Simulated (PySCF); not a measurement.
# [WOF5]−: structure and properties

What shape and bonds does [WOF5]− have? It is relaxed from a template within its point group. The structure is generated, not taken from experiment.

Program: PySCF 2.14.0. Level of theory: TPSS, W def2-SVP with ECP60, O def2-SVP, F def2-SVP; scalar-relativistic core potentials, no spin–orbit coupling. These are calculated values, not measurements.

1 further run of the same task is left out (set aside as unsound or not needed).

### 1 Where the work starts

7 atoms, charge -1, spin multiplicity 1.

Bond lengths: W1–O2 1.510 Å, W1–F3 1.737 Å, W1–F4 1.737 Å, W1–F5 1.737 Å, W1–F6 1.737 Å, W1–F7 1.737 Å. Angles: O2–W1–F3 180.0°, O2–W1–F4 90.0°, O2–W1–F5 90.0°, O2–W1–F6 90.0°, O2–W1–F7 90.0°, F3–W1–F4 90.0°, F3–W1–F5 90.0°, F3–W1–F6 90.0°, F3–W1–F7 90.0°, F4–W1–F5 90.0°, F4–W1–F6 180.0°, F4–W1–F7 90.0°, F5–W1–F6 90.0°, F5–W1–F7 180.0°, F6–W1–F7 90.0°.

As a file:

```
W     0.0000    0.0000    0.0000
O     0.0000    0.0000    1.5096
F     0.0000    0.0000   -1.7372
F     1.7372    0.0000    0.0000
F     0.0000    1.7372    0.0000
F    -1.7372    0.0000    0.0000
F     0.0000   -1.7372    0.0000
```

Formal oxidation states: W +6.

### 2 SCF at the start, singlet

Contents of run.py (the lines that set the calculation):

```python
mol = gto.M(atom='''
W      0.00000     0.00000     0.00000
O      0.00000     0.00000     1.50960
F      0.00000     0.00000    -1.73720
F      1.73720     0.00000     0.00000
F      0.00000     1.73720     0.00000
F     -1.73720     0.00000     0.00000
F      0.00000    -1.73720     0.00000''',
    basis={'W': 'def2-SVP', 'O': 'def2-SVP', 'F': 'def2-SVP'},
    ecp={'W': 'def2-SVP'},
    charge=-1, spin=0)
mf = dft.RKS(mol, xc='TPSS')
mf.grids.atom_grid = (50, 194)
mf = mf.density_fit()  # fitting sets: W def2-universal-JKFIT, O def2-universal-JKFIT, F def2-universal-JKFIT
mf.conv_tol = 1e-08; mf.max_cycle = 55
mf.kernel(dm0)  # dm0: free metal ions and neutral atoms
```

Command:

```sh
OMP_NUM_THREADS=2 python run.py
```

Output:

```text
init E= -658.391640594038
  HOMO = -0.000827242846780152  LUMO = 0.222995297088072  gap/eV = 6.09052
cycle= 1 E= -640.838659588486  delta_E= 17.6  |g|= 1.77  |ddm|= 3.87
  HOMO = -0.00633092010110787  LUMO = 0.00505425944230782  gap/eV = 0.30981
cycle= 2 E= -639.087545518104  delta_E= 1.75  |g|= 3.52  |ddm|= 3.39
  HOMO = -0.139674068761815  LUMO = 0.131092516864367  gap/eV = 7.36793
cycle= 3 E= -641.031897586928  delta_E= -1.94  |g|= 1.24  |ddm|= 2.78
  HOMO = -0.0778703258815021  LUMO = 0.118008085391114  gap/eV = 5.33012
cycle= 4 E= -641.313190788156  delta_E= -0.281  |g|= 0.139  |ddm|= 0.902
  HOMO = -0.051610167084835  LUMO = 0.151110372633958  gap/eV = 5.51631
cycle= 5 E= -641.313828059011  delta_E= -0.000637  |g|= 0.124  |ddm|= 0.22
  HOMO = -0.0654419474878232  LUMO = 0.136627666332135  gap/eV = 5.49859
cycle= 6 E= -641.316820921184  delta_E= -0.00299  |g|= 0.0162  |ddm|= 0.117
  HOMO = -0.0653385897962053  LUMO = 0.136194193184711  gap/eV = 5.48399
cycle= 7 E= -641.316860985783  delta_E= -4.01e-05  |g|= 0.00796  |ddm|= 0.0138
  HOMO = -0.0657287983944563  LUMO = 0.136504406591182  gap/eV = 5.50305
cycle= 8 E= -641.316871833767  delta_E= -1.08e-05  |g|= 0.00212  |ddm|= 0.00519
  HOMO = -0.065855723505976  LUMO = 0.136446885794708  gap/eV = 5.50493
cycle= 9 E= -641.316872626296  delta_E= -7.93e-07  |g|= 0.000272  |ddm|= 0.00132
  HOMO = -0.0658501568600762  LUMO = 0.13646405042854  gap/eV = 5.50525
cycle= 10 E= -641.316872637061  delta_E= -1.08e-08  |g|= 8.76e-05  |ddm|= 0.000198
  HOMO = -0.0658532051600353  LUMO = 0.136466196264529  gap/eV = 5.50539
cycle= 11 E= -641.31687263854  delta_E= -1.48e-09  |g|= 9.66e-06  |ddm|= 5.71e-05
  HOMO = -0.0658548920620952  LUMO = 0.136467016597507  gap/eV = 5.50546
Extra cycle  E= -641.316872638381  delta_E= 1.58e-10  |g|= 3.08e-05  |ddm|= 2.89e-05
converged SCF energy = -641.316872638381
```

Wall time 44 s (2 threads of Intel Xeon at 2.50GHz (Skylake/Cascade Lake), shared host); peak memory 0.56 GiB.

Result: E = -641.316873 Eh, HOMO -1.79 eV, LUMO 3.71 eV, Mulliken charge on W1 +1.19 e. 

### 3 Relaxation, singlet

Steps are kept in the start's point group, C4v.

Contents of run.py (the lines that set the calculation):

```python
mol = gto.M(atom='''
W      0.00000     0.00000     0.03003
O      0.00000     0.00000     1.53963
F      0.00000     0.00000    -1.70717
F      1.73720     0.00000     0.03003
F      0.00000     1.73720     0.03003
F     -1.73720     0.00000     0.03003
F      0.00000    -1.73720     0.03003''',
    basis={'W': 'def2-SVP', 'O': 'def2-SVP', 'F': 'def2-SVP'},
    ecp={'W': 'def2-SVP'},
    charge=-1, spin=0)
mf = dft.RKS(mol, xc='TPSS')
mf.grids.atom_grid = (50, 194)
mf = mf.density_fit()  # fitting sets: W def2-universal-JKFIT, O def2-universal-JKFIT, F def2-universal-JKFIT
mf.conv_tol = 1e-08; mf.max_cycle = 55
mf.kernel(dm0)  # dm0: an SCF of this state at this start
# quasi-Newton relaxation in Cartesian coordinates to a largest gradient under 0.00045 Eh/bohr, steps kept in the point group
```

Command:

```sh
OMP_NUM_THREADS=2 python run.py
```

No log is kept here; the results follow.

It took 5.9 min on 2 threads of Intel Xeon at 2.50GHz (Skylake/Cascade Lake), shared host.

Relaxation path:

| step | energy from step 1 (eV) | largest force component (eV/Å) |
| --- | --- | --- |
| 1 | 0.0000 | 24.6839 |
| 2 | -5.4975 | 5.3417 |
| 3 | -6.1648 | 1.5042 |
| 4 | -6.2587 | 0.6404 |
| 5 | -6.2784 | 0.1469 |
| 6 | -6.2817 | 0.1049 |
| 7 | -6.2828 | 0.0819 |
| 8 | -6.2829 | 0.0286 |
| 9 | -6.2829 | 0.0036 |

Distances of close pairs at the start and the end, largest changes first:

| bond | before (Å) | after (Å) | change (Å) |
| --- | --- | --- | --- |
| W1–F3 | 1.737 | 1.970 | +0.232 |
| W1–O2 | 1.510 | 1.742 | +0.232 |
| W1–F4 | 1.737 | 1.905 | +0.167 |
| W1–F5 | 1.737 | 1.905 | +0.167 |
| W1–F6 | 1.737 | 1.905 | +0.167 |
| W1–F7 | 1.737 | 1.905 | +0.167 |

It ends in C4v at E = -641.547766 Eh.

| atom | x (Å) | y (Å) | z (Å) |
| --- | --- | --- | --- |
| W1 | 0.00000 | 0.00000 | 0.11918 |
| O2 | 0.00000 | 0.00000 | 1.86123 |
| F3 | 0.00000 | 0.00000 | -1.85047 |
| F4 | 1.89812 | 0.00000 | -0.03683 |
| F5 | 0.00000 | 1.89812 | -0.03683 |
| F6 | -1.89812 | 0.00000 | -0.03683 |
| F7 | 0.00000 | -1.89812 | -0.03683 |

### 4 Properties on a finer grid

Contents of run.py (the lines that set the calculation):

```python
mol = gto.M(atom='''
W      0.00000     0.00000     0.11918
O      0.00000     0.00000     1.86123
F      0.00000     0.00000    -1.85047
F      1.89812     0.00000    -0.03683
F      0.00000     1.89812    -0.03683
F     -1.89812     0.00000    -0.03683
F      0.00000    -1.89812    -0.03683''',
    basis={'W': 'def2-SVP', 'O': 'def2-SVP', 'F': 'def2-SVP'},
    ecp={'W': 'def2-SVP'},
    charge=-1, spin=0)
mf = dft.RKS(mol, xc='TPSS')
mf.grids.atom_grid = (75, 302)
mf = mf.density_fit()  # fitting sets: W def2-universal-JKFIT, O def2-universal-JKFIT, F def2-universal-JKFIT
mf.conv_tol = 1e-09; mf.max_cycle = 55
mf.kernel(dm0)  # dm0: the density of the relaxed state
```

Command:

```sh
OMP_NUM_THREADS=2 python run.py
```

Output:

```text
init E= -641.547681994996
  HOMO = -0.119942563709465  LUMO = 0.0368957544652808  gap/eV = 4.26779
cycle= 1 E= -641.5476829381  delta_E= -9.43e-07  |g|= 0.000599  |ddm|= 0.00651
  HOMO = -0.119847540837183  LUMO = 0.0367729575766305  gap/eV = 4.26186
cycle= 2 E= -641.547681895506  delta_E= 1.04e-06  |g|= 0.00234  |ddm|= 0.002
  HOMO = -0.119929732637943  LUMO = 0.0368598420057822  gap/eV = 4.26646
cycle= 3 E= -641.547682974431  delta_E= -1.08e-06  |g|= 0.000433  |ddm|= 0.00169
  HOMO = -0.119928072705642  LUMO = 0.0368665202675267  gap/eV = 4.26660
cycle= 4 E= -641.547683007798  delta_E= -3.34e-08  |g|= 0.000103  |ddm|= 0.000366
  HOMO = -0.119927533688905  LUMO = 0.0368665078596315  gap/eV = 4.26658
cycle= 5 E= -641.547683009999  delta_E= -2.2e-09  |g|= 1.84e-05  |ddm|= 8.39e-05
  HOMO = -0.119926775768102  LUMO = 0.0368662617858249  gap/eV = 4.26656
cycle= 6 E= -641.547683010055  delta_E= -5.64e-11  |g|= 6.09e-06  |ddm|= 1.51e-05
  HOMO = -0.119927660395254  LUMO = 0.0368648044987161  gap/eV = 4.26654
Extra cycle  E= -641.547683009992  delta_E= 6.32e-11  |g|= 1.88e-05  |ddm|= 1.73e-05
converged SCF energy = -641.547683009992
```

Run time: 62 s. Hardware: 2 threads of Intel Xeon at 2.50GHz (Skylake/Cascade Lake), shared host.

Result: E = -641.547683 Eh, HOMO -3.26 eV, LUMO 1.00 eV, Mulliken charge on W1 +1.29 e, largest force component 0.013 eV/Å. 

Löwdin charges:

| atom | value (e) |
| --- | --- |
| W1 | 0.13 |
| O2 | -0.18 |
| F3 | -0.25 |
| F4 | -0.17 |
| F5 | -0.17 |
| F6 | -0.17 |
| F7 | -0.17 |

Mulliken charges: W1 +1.29, O2 -0.42, F3 -0.42, F4 -0.36, F5 -0.36, F6 -0.36, F7 -0.36 e.

Contacts (the nearest donor of each ligand) and Mayer bond orders:

| contact | distance (Å) | bond order |
| --- | --- | --- |
| W1–O2 (O) | 1.742 | 2.05 |
| W1–F3 (F) | 1.970 | 0.87 |
| W1–F4 (F) | 1.905 | 0.96 |
| W1–F5 (F) | 1.905 | 0.96 |
| W1–F6 (F) | 1.905 | 0.96 |
| W1–F7 (F) | 1.905 | 0.96 |

Mulliken populations of W1 outside the core potential: s 2.35, p 6.52, d 3.54, f 0.30.

The fields below are evaluated on a grid from the run's orbitals.

Frontier orbitals at TPSS, with the share of their density that lies nearest to each atom:

| orbital | energy (eV) | lies on |
| --- | --- | --- |
| HOMO | -3.26 | O2 56 %; F3 39 % |
| LUMO | 1.00 | W1 61 %; 4 F atoms about 9 % each |

ELF in a plane through or near 5 of the atoms.

Values, 10 rows by 14 columns:
```
0.00 0.00 0.00 0.00 0.00 0.00 0.00 0.00 0.00 0.00 0.00 0.00 0.00 0.00
0.00 0.00 0.00 0.00 0.00 0.00 0.01 0.03 0.00 0.00 0.00 0.00 0.00 0.00
0.00 0.00 0.00 0.00 0.00 0.29 0.69 0.78 0.50 0.03 0.00 0.00 0.00 0.00
0.00 0.00 0.00 0.01 0.00 0.31 0.83 0.67 0.65 0.02 0.01 0.00 0.00 0.00
0.00 0.00 0.16 0.67 0.77 0.20 0.42 0.58 0.19 0.68 0.77 0.38 0.03 0.00
0.00 0.01 0.26 0.82 0.59 0.31 0.79 0.51 0.45 0.78 0.74 0.53 0.07 0.00
0.00 0.00 0.01 0.22 0.20 0.08 0.55 0.65 0.31 0.09 0.27 0.07 0.00 0.00
0.00 0.00 0.00 0.00 0.00 0.42 0.84 0.74 0.68 0.06 0.00 0.00 0.00 0.00
0.00 0.00 0.00 0.00 0.00 0.08 0.32 0.39 0.20 0.00 0.00 0.00 0.00 0.00
0.00 0.00 0.00 0.00 0.00 0.00 0.00 0.00 0.00 0.00 0.00 0.00 0.00 0.00
```
The map spans 9.0 Å across and 9.0 Å up, centred on the molecule. Atoms in the plane (x, y in Å): W1 (0.0, 0.0), F4 (1.9, 0.0), F5 (0.0, -1.9), F6 (-1.9, 0.0), F7 (0.0, 1.9).

On the surface of density 0.002 e/bohr³ the electrostatic potential runs, from the 1st to the 99th percentile, from -5.35 V near F3 to -3.93 V near O2.

### 5 Results

| quantity | value |
| --- | --- |
| state and point group | singlet, C4v |
| metal–ligand contacts | 1.74 to 1.97 Å |
| frontier levels | HOMO -3.26 eV, LUMO 1.00 eV |
| dipole about the centre of mass | 0.50 D |

What this shows: The metal carries +0.13 e by Löwdin's partition against a formal +6, and bond orders to the nearest donors reach 2.05. Both measures hang on the basis. No vibrations are shown for the final structure, so this session doesn't show it to be a minimum. One start shape was tried, so another isomer may lie lower. The bases are small and lack diffuse functions. Spin–orbit coupling is left out.
